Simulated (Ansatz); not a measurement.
Mg6CoSb:

```xyz
8
Lattice="4.8812 0.0000 0.0000 0.0000 3.1136 5.3273 0.0000 -3.1136 5.3273" Properties=species:S:1:pos:R:3 pbc="T T T"
Sb    2.4406    0.0000    7.1683
Co    0.0000    0.0000    8.9730
Mg    2.4406    0.0000    1.8033
Mg    2.4406    1.6425    4.3816
Mg    2.4406   -1.6425    4.3816
Mg    0.0000    0.0000    3.5588
Mg    0.0000    1.6087    6.1759
Mg    0.0000   -1.6087    6.1759
```

The cell comes from a database or a generator and needn't be the stable form of this composition.

| Quantity | Value |
| --- | --- |
| Program | Ansatz 0.2.0 |
| Task | single point |
| Functional | PBE |
| Potentials or basis | Ansatz PAW |
| Cutoff | 420 eV (not typed: the program's choice for these potentials) |
| k mesh | 6 × 5 × 5 |
| Occupations | fermi-dirac, width 0.05 eV |
| Spin | collinear spin, ferromagnetic start |
| Starting moments | [0.0, 2.0, 0.0, 0.0, 0.0, 0.0, 0.0, 0.0] μB |

On this cell: pressure 0.2 GPa; largest force 0.094 eV/Å; net moment 0.96 μB per cell; site moments Sb +0.00; Co +1.15; Mg +0.01, -0.02, -0.01 μB; band gap on the k mesh none (metal or under the smearing width).

The same run follows on a disturbed copy (atoms moved at random, drawn with an rms of 0.05 Å):

```
Sb Co Mg
1.0
     4.88115    0.00000    0.00000
     0.00000    3.11361    5.32727
     0.00000   -3.11361    5.32727
Sb Co Mg
1 1 6
Direct
  0.50725 0.66450 0.67870
  0.00368 0.84664 0.83717
  0.51245 0.16817 0.17064
  0.50061 0.68115 0.14522
  0.50907 0.14813 0.67463
  0.99403 0.33966 0.32393
  0.99570 0.83748 0.32247
  0.00940 0.31413 0.84060
```

Question: What does the disturbed cell give?

Answer: The energy (extrapolated to zero smearing) moves by +3.5 meV/atom; pressure 0.3 GPa; largest force 0.322 eV/Å; net moment 0.98 μB per cell; site moments Sb +0.00; Co +1.16; Mg +0.01, -0.02, -0.01 μB; band gap on the k mesh none (metal or under the smearing width).

Forces on the atoms (eV/Å):
```
Sb  -0.047  0.183  0.032
Co  -0.009 -0.080  0.092
Mg  -0.286 -0.021  0.018
Mg  -0.091 -0.058 -0.075
Mg  -0.095  0.039 -0.128
Mg   0.294 -0.082  0.101
Mg   0.219 -0.044  0.038
Mg   0.014  0.064 -0.077
```

Stress tensor (GPa, compression positive):
```
 0.19  0.00  0.00
 0.00  0.43 -0.01
 0.00 -0.01  0.33
```

Caveats: a cell with one magnetic atom can't hold antiferromagnetic order, which such compounds often take.
